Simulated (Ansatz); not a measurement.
**GeBH₅O: small, medium and large basis sets**

How large a basis does GeBH₅O need? Two functionals are run in growing sets.

Method: one geometry, several basis sets; program: Ansatz 0.2.0, Gaussian basis.

Plan: PBE0-D4/def2-SVP; ωB97M-V/def2-SVP; PBE0-D4/def2-QZVPP; ωB97M-V/def2-QZVPP; the functionals' def2-TZVPP values are taken from earlier runs.

### Step 1. Structure used throughout

An earlier PBE0-D4 in a triple-zeta def2 set relaxation fixed the geometry.

SMILES `B[O][GeH3]`, 8 atoms, charge 0, spin multiplicity 1.

Atoms are counted from 1 here; the program's logs count them from 0.

Bond lengths: B1–O2 1.341 Å, B1–H4 1.208 Å, B1–H5 1.201 Å, O2–Ge3 1.798 Å, Ge3–H6 1.533 Å, Ge3–H7 1.533 Å, Ge3–H8 1.535 Å. Angles: O2–B1–H4 120.9°, O2–B1–H5 117.8°, H4–B1–H5 121.3°, B1–O2–Ge3 126.3°, O2–Ge3–H6 105.9°, O2–Ge3–H7 105.9°, O2–Ge3–H8 108.2°, H6–Ge3–H7 111.6°, H6–Ge3–H8 112.3°, H7–Ge3–H8 112.3°.

As a file:

```xyz
8
BGeH5O
B    -0.69185    0.95239   -1.03779
O     0.38189    0.71256   -0.27160
Ge    0.62550   -0.70786    0.80271
H    -1.62315    0.18384   -1.05713
H    -0.69526    1.95357   -1.70136
H     0.81927   -0.14033    2.21320
H     1.89210   -1.40667    0.29617
H    -0.61630   -1.60460    0.70000
```

### Step 2. PBE0-D4 in def2-SVP

Input file in.yaml:

```yaml
crystal:
  periodic: [false, false, false]
  atoms:
    - {symbol: B, position_ang: [-0.691845, 0.952389, -1.037789]}
    - {symbol: O, position_ang: [0.381893, 0.712563, -0.271604]}
    - {symbol: Ge, position_ang: [0.625500, -0.707864, 0.802713]}
    - {symbol: H, position_ang: [-1.623152, 0.183840, -1.057126]}
    - {symbol: H, position_ang: [-0.695257, 1.953572, -1.701358]}
    - {symbol: H, position_ang: [0.819265, -0.140332, 2.213202]}
    - {symbol: H, position_ang: [1.892096, -1.406666, 0.296165]}
    - {symbol: H, position_ang: [-0.616301, -1.604603, 0.699995]}
basis:
  gaussian: {orbitals: def2-SVP}
hamiltonian: {xc: pbe0, dispersion: d4}
output: {orbitals: {seedname: orbitals}}
```

Launch:

```bash
ansatz run in.yaml --threads 2 --pin off --events-out ev --progress --plain --max-ram 4352MiB
```

The runs that follow: ωB97M-V in def2-SVP; PBE0-D4 in def2-QZVPP; ωB97M-V in def2-QZVPP.

Before running them: what should the planned runs give, taken together? Wanted: PBE0-D4: double and triple zeta above quadruple; ωB97M-V: double and triple zeta above quadruple.

The runs gave:

| quantity | value |
| --- | --- |
| PBE0-D4: double and triple zeta above quadruple | 11.84, 1.41 eV |
| ωB97M-V: double and triple zeta above quadruple | 11.92, 1.37 eV |

What this shows: For PBE0-D4 the step from double to triple zeta gains 10.43 eV and the next only 1.41 eV. These are total energies; as a rule much of such shifts cancels in differences, which this series doesn't test. The LUMO of ωB97M-V is positive and keeps falling with the basis (2.03 to 1.27 eV): an unbound level that the basis holds in place.
